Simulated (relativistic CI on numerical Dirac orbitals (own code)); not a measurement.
# V²⁺: 2p photoemission multiplets

Wanted: the shape of the 2p photoemission spectrum of V²⁺ in 3 surroundings, from the same atomic integrals.

Method: Dirac-Coulomb-Breit CI, KLI orbitals optimised for each configuration, model QED (radiative potential, 1s self-energy scaled to tabulated hydrogen-like ionisation energies), valence Slater integrals scaled by 0.8, multiplet model of photoemission in the sudden approximation in a parametric crystal field. Code: relativistic CI on numerical Dirac orbitals (own code) version 1.

### 1 Starting point

- ion: V²⁺ (V III)
- nuclear charge: 23
- electrons: 21
- configurations: [Ar] 3d3 → [He] 2s2 2p5 3s2 3p6 3d3
- temperature: 300 K
- widths: Lorentz 0.5 eV, Gauss 0.6 eV
- surrounding 1: Oh, 10Dq = 20400 cm⁻¹
- surrounding 2: Oh, 10Dq = 26150 cm⁻¹
- surrounding 3: Oh, 10Dq = 31850 cm⁻¹

### 2 Surrounding 1: Oh, 10Dq = 20400

Input settings:

```ini
atom V  Z=23  charge=2  electrons=21
nucleus A=51  rms_radius_fm=3.6002
hamiltonian dirac-coulomb  breit=on  qed=on  c_scale=1
orbitals kli  potential=per-configuration
slater_scale 0.8
correlation none
mixing on
configurations
  [Ar] 3d3
  [He] 2s2 2p5 3s2 3p6 3d3
end
photoemission 2p T=300 lorentz=0.5 gauss=0.6
crystal_field Oh 10Dq=20400
```

### 3 Surrounding 2: Oh, 10Dq = 26150

The settings differ from step 2 so:

```diff
@@ -12,2 +12,2 @@
 photoemission 2p T=300 lorentz=0.5 gauss=0.6
-crystal_field Oh 10Dq=20400
+crystal_field Oh 10Dq=26150
```

### 4 Surrounding 3: Oh, 10Dq = 31850

The settings differ from step 3 so:

```diff
@@ -12,2 +12,2 @@
 photoemission 2p T=300 lorentz=0.5 gauss=0.6
-crystal_field Oh 10Dq=26150
+crystal_field Oh 10Dq=31850
```

(Steps that only read results are left out.)

Before running it: what results should come out? Wanted: highest peak, first run; ground spin.

As calculated:

| surrounding | ground S | centroid (eV) | spread (eV) | up to four highest peaks (% of the highest), eV |
| --- | --- | --- | --- | --- |
| 1: Oh | 1.50 | 546.33 | 3.74 | 543.0 (100), 543.8 (88), 545.8 (15), 551.3 (55) |
| 2: Oh | 1.50 | 546.33 | 3.74 | 543.0 (100), 543.8 (88), 545.9 (16), 551.4 (54) |
| 3: Oh | 1.50 | 546.33 | 3.74 | 543.0 (100), 543.8 (88), 546.0 (17), 551.5 (49) |

```
                           quantity     value
            highest peak, first run  543.0 eV
ground spin (effective S from ⟨S²⟩)      1.50
```

What this shows: The highest peak stays in place, within the step of the energy grid, in all surroundings. Energies are those of the free ion without screening by ligands; binding energies in solids differ by tens of eV.
